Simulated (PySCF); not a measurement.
# C2H5BO (SMILES B/C=C/O) at 6 levels

Aim: a comparison of 6 runs (HF/STO-3G, HF/def2-SVP, PBE/3-21G, TPSSh/6-31G, B3LYP/6-31G*, BP86/def2-TZVP) of C2H5BO. Input form: a Python script.

Program for the calculation: PySCF 2.14.0.

## 1. The system as given

C2H5BO: 9 atoms, total charge 0, spin state singlet. As SMILES, `B/C=C/O`. The coordinates come from a PBE0-D4/def2-TZVP relaxation. This is a higher conformer, about 8 kJ/mol above the lowest found by a separate search.

Bond lengths: B1–C2 1.510 Å, C2–C3 1.345 Å, C3–O4 1.336 Å, B1–H5 1.197 Å, B1–H6 1.201 Å, C2–H7 1.087 Å, C3–H8 1.089 Å, O4–H9 0.961 Å. Angles: B1–C2–C3 118.3°, C2–C3–O4 123.3°, B1–C2–H7 124.4°, C3–C2–H7 117.3°, C2–B1–H5 122.1°, C2–B1–H6 119.0°, C2–C3–H8 120.7°, O4–C3–H8 116.1°, C3–O4–H9 110.4°, H5–B1–H6 118.9°.

## 2. Energy and forces at HF/STO-3G (run 1)

The input, geometry.xyz:

```xyz
9

B     -0.282800     0.909000    -1.314600
C      0.540200     0.034200    -0.399500
C     -0.034800    -0.431600     0.724200
O      0.600200    -1.212400     1.603600
H      0.160100     1.360100    -2.331100
H     -1.418300     1.160500    -1.013000
H      1.573400    -0.248500    -0.585700
H     -1.067600    -0.181900     0.964200
H      0.018100    -1.435700     2.334900
```

The input, input.py:

```python
import pyscf.grad
from pyscf import gto, scf

molecule = gto.Mole()
molecule.atom = 'geometry.xyz'
molecule.verbose = 4
molecule.max_memory = 1860
molecule.basis = 'sto-3g'
molecule.build()

myscf = scf.RHF(molecule)
myscf.conv_tol = 1e-10
myscf.kernel()
if not myscf.converged:
    myscf = myscf.newton().run(myscf.mo_coeff, myscf.mo_occ)

energy = myscf.e_tot
print('E(%s) = %.9f' % ('HF', energy))
grad = myscf.Gradients().kernel()
dip = myscf.dip_moment()
pop, q = myscf.mulliken_pop()
```

On the command line:

```
$ OMP_NUM_THREADS=1 python input.py
```

What it wrote:

```text
PySCF version 2.14.0

[... 63 lines left out ...]
converged SCF energy = -175.86929719848
[... 9 lines left out ...]
[... 5 lines of this table left out ...]
8 H     0.0245785979     0.0039600301    -0.0219234890
----------------------------------------------
Dipole moment(X, Y, Z, Debye): -1.26418, -0.91272,  2.28816
 ** Mulliken pop  **
pop of  0 B 1s            1.99083
pop of  0 B 2s            0.96282
pop of  0 B 2px           0.77690
pop of  0 B 2py           0.37990
pop of  0 B 2pz           0.67540
pop of  1 C 1s            1.99254
pop of  1 C 2s            1.16347
pop of  1 C 2px           1.00195
pop of  1 C 2py           1.07720
pop of  1 C 2pz           0.99219
pop of  2 C 1s            1.99340
pop of  2 C 2s            1.14383
pop of  2 C 2px           0.95101
pop of  2 C 2py           0.86572
pop of  2 C 2pz           0.92363
pop of  3 O 1s            1.99737
pop of  3 O 2s            1.80213
pop of  3 O 2px           1.56975
pop of  3 O 2py           1.63650
pop of  3 O 2pz           1.28107
pop of  4 H 1s            1.08341
pop of  5 H 1s            1.09203
pop of  6 H 1s            0.94585
pop of  7 H 1s            0.93066
pop of  8 H 1s            0.77042
 ** Mulliken atomic charges  **
charge of    0B =      0.21416
charge of    1C =     -0.22735
charge of    2C =      0.12240
charge of    3O =     -0.28683
charge of    4H =     -0.08341
charge of    5H =     -0.09203
charge of    6H =      0.05415
charge of    7H =      0.06934
charge of    8H =      0.22958
```

Wall time 2.6 s (1 thread of Intel Xeon at 2.50GHz (Skylake/Cascade Lake), shared host); peak memory 0.12 GiB.

## 3. Energy and gradient at HF/def2-SVP (run 2)

The input, start.xyz:

```xyz
9
C2H5BO
B     -0.282800     0.909000    -1.314600
C      0.540200     0.034200    -0.399500
C     -0.034800    -0.431600     0.724200
O      0.600200    -1.212400     1.603600
H      0.160100     1.360100    -2.331100
H     -1.418300     1.160500    -1.013000
H      1.573400    -0.248500    -0.585700
H     -1.067600    -0.181900     0.964200
H      0.018100    -1.435700     2.334900
```

The input, run.py:

```python
# BC=CO
from pyscf import gto

system = gto.Mole()
system.atom = 'start.xyz'
system.max_memory = 1860
system.basis = 'def2-svp'
system.charge = 0
system.verbose = 4
system.build()

calc0 = system.RHF()
calc0.conv_tol = 1e-10
calc0.kernel()
if not calc0.converged:
    calc0 = calc0.newton().run(calc0.mo_coeff, calc0.mo_occ)

e_final = calc0.e_tot
print(f'total energy: {e_final:.8f} hartree')
grad = calc0.nuc_grad_method().kernel()
calc0.analyze()
```

On the command line:

```
$ OMP_NUM_THREADS=1 python run.py
```

What it wrote:

```text
PySCF version 2.14.0

[... 67 lines left out ...]
converged SCF energy = -178.024360530032
[... 21 lines left out ...]
MO #1   energy= -20.6081821819987  occ= 2
[... 7 lines left out ...]
MO #9   energy= -0.661704827518086 occ= 2
[... 7 lines left out ...]
MO #17  energy= 0.156856705831284  occ= 0
[... 7 lines left out ...]
MO #25  energy= 0.420904027513389  occ= 0
[... 7 lines left out ...]
MO #33  energy= 0.79980394302037   occ= 0
[... 7 lines left out ...]
MO #41  energy= 1.07695841557544   occ= 0
[... 7 lines left out ...]
MO #49  energy= 1.58677549425941   occ= 0
[... 7 lines left out ...]
MO #57  energy= 1.98828081707366   occ= 0
[... 7 lines left out ...]
MO #65  energy= 2.45013917371307   occ= 0
[... 7 lines left out ...]
MO #73  energy= 2.93111737306737   occ= 0
[... 7 lines left out ...]
MO #81  energy= 4.18312860748251   occ= 0
[... 54 lines left out ...]
pop of  3 O 3dyz          0.00118
pop of  3 O 3dz^2         0.00035
pop of  3 O 3dxz          0.00405
pop of  3 O 3dx2-y2       0.00190
pop of  4 H 1s            1.02605
pop of  4 H 2s            0.00406
pop of  4 H 2px           0.00041
pop of  4 H 2py           0.00036
pop of  4 H 2pz           0.00174
pop of  5 H 1s            1.04059
pop of  5 H 2s            0.00317
pop of  5 H 2px           0.00209
pop of  5 H 2py           0.00017
pop of  5 H 2pz           0.00017
pop of  6 H 1s            0.89193
pop of  6 H 2s            0.00947
pop of  6 H 2px           0.00167
pop of  6 H 2py           0.00025
pop of  6 H 2pz           0.00019
pop of  7 H 1s            0.89538
pop of  7 H 2s            0.01081
pop of  7 H 2px           0.00223
pop of  7 H 2py           0.00045
pop of  7 H 2pz           0.00032
pop of  8 H 1s            0.64041
pop of  8 H 2s            0.01573
pop of  8 H 2px           0.00116
pop of  8 H 2py           0.00169
pop of  8 H 2pz           0.00242
 ** Mulliken atomic charges  **
charge of    0B =      0.04394
charge of    1C =     -0.29130
charge of    2C =      0.26507
charge of    3O =     -0.46481
charge of    4H =     -0.03262
charge of    5H =     -0.04619
charge of    6H =      0.09649
charge of    7H =      0.09082
charge of    8H =      0.33859
Dipole moment(X, Y, Z, Debye): -1.41899, -1.05373,  2.61632
```

Run time: 11 s. Hardware: 1 thread of Intel Xeon at 2.50GHz (Skylake/Cascade Lake), shared host; peak memory 0.16 GiB.

Runs 3 to 4 aren't shown in full; the table further down has their settings and results.

## 4. Energy and gradient at B3LYP/6-31G(d) (Cartesian functions) (run 5)

The input, input.py:

```python
from pyscf import gto, dft

mol = gto.M(
    atom='''
B       -0.282800       0.909000      -1.314600
C        0.540200       0.034200      -0.399500
C       -0.034800      -0.431600       0.724200
O        0.600200      -1.212400       1.603600
H        0.160100       1.360100      -2.331100
H       -1.418300       1.160500      -1.013000
H        1.573400      -0.248500      -0.585700
H       -1.067600      -0.181900       0.964200
H        0.018100      -1.435700       2.334900
''',
    basis='6-31g*',
    spin=0,
    max_memory=1860,
    cart=True,
    verbose=4,
)

mf = dft.RKS(mol)
mf.xc = 'b3lyp'
mf.conv_tol = 1e-10
mf.grids.level = 5
mf.kernel()
if not mf.converged:
    mf = mf.newton().run(mf.mo_coeff, mf.mo_occ)

e_final = mf.e_tot
print(f'total energy: {e_final:.8f} hartree')
grad = mf.nuc_grad_method().kernel()
dip = mf.dip_moment()
pop, q = mf.mulliken_pop()
```

On the command line:

```
$ OMP_NUM_THREADS=1 python input.py
```

What it wrote:

```text
PySCF version 2.14.0

[... 80 lines left out ...]
converged SCF energy = -179.25657402721
total energy: -179.25657403 hartree
[... 12 lines left out ...]
Dipole moment(X, Y, Z, Debye): -0.98925, -1.38874,  2.89485
[... 41 lines left out ...]
pop of  2  C 3dxy         0.00907
pop of  2  C 3dxz         0.01718
pop of  2  C 3dyy        -0.01276
pop of  2  C 3dyz         0.01441
pop of  2  C 3dzz        -0.00059
pop of  3  O 1s           1.99232
pop of  3  O 2s           0.90649
pop of  3  O 3s           0.95448
pop of  3  O 2px          1.02007
pop of  3  O 2py          1.01801
pop of  3  O 2pz          0.90345
pop of  3  O 3px          0.60004
pop of  3  O 3py          0.62536
pop of  3  O 3pz          0.49102
pop of  3  O 3dxx        -0.00079
pop of  3  O 3dxy         0.00599
pop of  3  O 3dxz         0.01250
pop of  3  O 3dyy        -0.00322
pop of  3  O 3dyz         0.00282
pop of  3  O 3dzz         0.01531
pop of  4  H 1s           0.52289
pop of  4  H 2s           0.51622
pop of  5  H 1s           0.52354
pop of  5  H 2s           0.52942
pop of  6  H 1s           0.52765
pop of  6  H 2s           0.34116
pop of  7  H 1s           0.53453
pop of  7  H 2s           0.31498
pop of  8  H 1s           0.47702
pop of  8  H 2s           0.10122
 ** Mulliken atomic charges  **
charge of    0B =     -0.00565
charge of    1C =     -0.17281
charge of    2C =      0.11097
charge of    3O =     -0.54387
charge of    4H =     -0.03912
charge of    5H =     -0.05296
charge of    6H =      0.13119
charge of    7H =      0.15049
charge of    8H =      0.42176
```

It took 43 s on 1 thread of Intel Xeon at 2.50GHz (Skylake/Cascade Lake), shared host; peak memory 0.71 GiB.

## 5. Energy and gradient at BP86/def2-TZVP (run 6)

The input, input.py:

```python
# BC=CO
from pyscf import gto, dft

system = gto.Mole()
system.atom = [
    ('B', (-0.282800, 0.909000, -1.314600)),
    ('C', (0.540200, 0.034200, -0.399500)),
    ('C', (-0.034800, -0.431600, 0.724200)),
    ('O', (0.600200, -1.212400, 1.603600)),
    ('H', (0.160100, 1.360100, -2.331100)),
    ('H', (-1.418300, 1.160500, -1.013000)),
    ('H', (1.573400, -0.248500, -0.585700)),
    ('H', (-1.067600, -0.181900, 0.964200)),
    ('H', (0.018100, -1.435700, 2.334900)),
]
system.basis = 'def2-tzvp'
system.charge = 0
system.spin = 0
system.max_memory = 1860
system.verbose = 3
system.build()

mf = dft.RKS(system)
mf.xc = 'bp86'
mf.grids.level = 5
mf.conv_tol = 1e-10
mf.kernel()
if not mf.converged:
    mf = mf.newton().run(mf.mo_coeff, mf.mo_occ)

e_tot = mf.e_tot
print('Final energy', e_tot)
grad = mf.nuc_grad_method().kernel()
dip = mf.dip_moment()
pop, q = mf.mulliken_pop()
```

On the command line:

```
$ OMP_NUM_THREADS=1 python input.py
```

What it wrote:

```text
converged SCF energy = -179.323218415283
Final energy -179.3232184152829
[... 8 lines left out ...]
Dipole moment(X, Y, Z, Debye): -0.83664, -1.49285,  2.96945
[... 125 lines left out ...]
pop of  4 H 1s            0.26445
pop of  4 H 2s            0.51483
pop of  4 H 3s            0.23283
pop of  4 H 2px           0.00258
pop of  4 H 2py           0.00164
pop of  4 H 2pz           0.00401
pop of  5 H 1s            0.26438
pop of  5 H 2s            0.51431
pop of  5 H 3s            0.24924
pop of  5 H 2px           0.00471
pop of  5 H 2py           0.00147
pop of  5 H 2pz           0.00214
pop of  6 H 1s            0.27294
pop of  6 H 2s            0.48622
pop of  6 H 3s            0.11124
pop of  6 H 2px           0.01196
pop of  6 H 2py           0.00518
pop of  6 H 2pz           0.00451
pop of  7 H 1s            0.27655
pop of  7 H 2s            0.48078
pop of  7 H 3s            0.11128
pop of  7 H 2px           0.01239
pop of  7 H 2py           0.00427
pop of  7 H 2pz           0.00347
pop of  8 H 1s            0.26229
pop of  8 H 2s            0.33571
pop of  8 H 3s            0.03297
pop of  8 H 2px           0.01474
pop of  8 H 2py           0.01487
pop of  8 H 2pz           0.01749
 ** Mulliken atomic charges  **
charge of    0B =     -0.08115
charge of    1C =     -0.20432
charge of    2C =      0.09922
charge of    3O =     -0.29831
charge of    4H =     -0.02035
charge of    5H =     -0.03626
charge of    6H =      0.10795
charge of    7H =      0.11125
charge of    8H =      0.32194
```

It took 2.5 min on 1 thread of Intel Xeon at 2.50GHz (Skylake/Cascade Lake), shared host; peak memory 1.9 GiB.

## 6. The series

| run | level | integration grid | Cartesian functions | energy (Eh) | dipole moment (D) | HOMO energy (eV) | LUMO energy (eV) | wall time |
| --- | --- | --- | --- | --- | --- | --- | --- | --- |
| 1 | HF/STO-3G | – | no | -175.869297 | 2.77 | -7.70 | 5.89 | 2.6 s |
| 2 | HF/def2-SVP | – | no | -178.024361 | 3.16 | -9.79 | 2.38 | 11 s |
| 3 | PBE/3-21G | 5 | no | -178.022899 | 3.90 | -6.02 | -1.97 | 24 s |
| 4 | TPSSh/6-31G | 5 | no | -179.211060 | 3.44 | -6.60 | -1.59 | 42 s |
| 5 | B3LYP/6-31G* (Cartesian functions) | 5 | yes | -179.256574 | 3.36 | -6.89 | -1.18 | 43 s |
| 6 | BP86/def2-TZVP | 5 | no | -179.323218 | 3.43 | -6.50 | -2.42 | 2.5 min |

## 7. Summary of results

| quantity | value |
| --- | --- |
| run 6: total energy | -179.32322 Eh |
| run 6: dipole moment | 3.43 D |
| run 6: HOMO energy | -6.50 eV |
| run 6: LUMO energy | -2.42 eV |
| run 6: HOMO–LUMO gap | 4.08 eV |
| run 6: largest force on an atom | 0.787 eV/Å |

In words: The dipole moment (its size) runs from 2.77 D (HF/STO-3G) to 3.90 D (PBE/3-21G). The two ends differ in method and basis. The HOMO–LUMO gap runs from 4.05 eV (PBE/3-21G) to 13.60 eV (HF/STO-3G). Totals of different functionals can't be ranked against each other. In run 1 the basis is minimal, so the values are rough. All runs together took 4.6 min, the longest 2.5 min.
